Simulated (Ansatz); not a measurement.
CH₅AlOSiTe, SMILES O[C]1([SiH3])[AlH][Te]1, a single point from an input written key by key

Computed with the Ansatz DFT code, driven from Python.

Interactive session:
```pycon
>>> import ansatz as az
>>> import numpy as np
>>> DECK = """
... crystal:
...   periodic: [false, false, false]
...   atoms:
...     - { symbol: O, position_ang: [-0.0042, 1.5427, 0.9971] }
...     - { symbol: C, position_ang: [-0.3195, 0.5861, 0.0412] }
...     - { symbol: Si, position_ang: [-0.1431, -1.1522, 0.6804] }
...     - { symbol: Al, position_ang: [0.4643, 0.9431, -1.7563] }
...     - { symbol: Te, position_ang: [-2.1673, 0.8914, -0.9594] }
...     - { symbol: H, position_ang: [0.9221, 1.563, 1.1628] }
...     - { symbol: H, position_ang: [1.317, -1.3612, 1.093] }
...     - { symbol: H, position_ang: [-0.4363, -2.104, -0.3584] }
...     - { symbol: H, position_ang: [-0.9803, -1.3253, 1.9035] }
...     - { symbol: H, position_ang: [1.4305, 0.3653, -2.8009] }
... basis:
...   gaussian: { orbitals: def2-SVP }
... correlation:
...   method: mp2
... output:
...   forces: true
... """
>>> session = az.Session.from_yaml(DECK)
>>> report = session.plan(threads=1).execute().report
>>> print("reference energy %16.6f eV" % report["reference_energy_ev"])
reference energy    -24848.046591 eV
>>> print("total energy     %16.6f eV" % report["free_energy_ev"])
total energy        -24864.505611 eV
>>> print("occupied orbitals outside the frozen core (up, down):", report["n_occupied"], " frozen:", report["n_frozen"], " virtual:", report["n_virtual"])
occupied orbitals outside the frozen core (up, down): [19, 19]  frozen: 16  virtual: [80, 80]
>>> symbols = ["O", "C", "Si", "Al", "Te", "H", "H", "H", "H", "H"]
>>> parts = report["correlation"]
>>> for name in ("random_phase", "coupled_cluster", "perturbative"):
...     if name in parts:
...         print(f"{name:16s} {parts[name]['energy']['hartree']:12.7f} Ha")
...
>>> if "second_order" in parts:
...     pair = parts["second_order"]
...     print(f"MP2 same spin {pair['same_spin']['hartree']:.7f} Ha, opposite spin {pair['opposite_spin']['hartree']:.7f} Ha")
...
MP2 same spin -0.1490583 Ha, opposite spin -0.4557995 Ha
>>> forces = np.array(report["forces_ev_ang"])
>>> print("largest force", round(float(np.linalg.norm(forces, axis=1).max()), 4), "eV/A, rms", round(float(np.sqrt((forces ** 2).mean())), 4))
largest force 2.8716 eV/A, rms 1.026
>>> charges = report["charge_distribution"]
>>> print("dipole moment", round(4.803205 * float(np.linalg.norm(charges["dipole_moment_e_ang"])), 3), "D")
dipole moment 4.198 D
>>> print("Mulliken:", [(s, round(q, 3)) for s, q in zip(symbols, charges["mulliken_charges_e"])])
Mulliken: [('O', -0.29), ('C', -0.498), ('Si', 0.58), ('Al', 0.651), ('Te', -0.132), ('H', 0.182), ('H', -0.141), ('H', -0.115), ('H', -0.099), ('H', -0.137)]
```

Reading the output:
- Total energies depend on the basis set; only differences at equal settings carry meaning.
- The geometry is a force-field or estimated start, not a minimum of this method, and the basis set is short of its limit.
- def2 sets replace the cores of elements past krypton by effective core potentials.
- Hardware and time: 15 s on 1 thread of Arm Neoverse N1, with other jobs on the host, peak memory 0.36 GiB.
